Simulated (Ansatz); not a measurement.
# BBi: the cost of one run

Method: the levels named in each step, in Ansatz 0.2.0.

**1. Starting point**

Bond lengths: B1–Bi2 2.043 Å.

Structure file:

```xyz
2

B     0.0000    0.0000    0.0000
Bi    0.0000    0.0000    2.0427
```

**2. A rough first relaxation, PBE-D4/def2-SVPD**

input.yaml

```yaml
crystal:
  periodic: [false, false, false]
  atoms:
    - { symbol: B, position_ang: [0.0, 0.0, 0.0] }
    - { symbol: Bi, position_ang: [0.0, 0.0, 2.04271] }
magnetization:
  spin_polarized: true
  initial_magnetization: 1
total_charge: -1
basis:
  gaussian: { orbitals: def2-SVPD }
hamiltonian:
  xc: pbe
  dispersion: d4
relax:
  f_tol: 0.03
  max_steps: 200
```

Command:

```sh
$ ansatz run input.yaml --threads 2 --pin off --max-ram 5120MiB --backend cpu --events-out ev --progress --plain --runs-dir out
```

Q: Estimate wall time and peak memory on 2 threads of Intel Xeon at 2.50GHz (Skylake/Cascade Lake), shared host.

About 28 s, with a peak of 0.12 GiB.
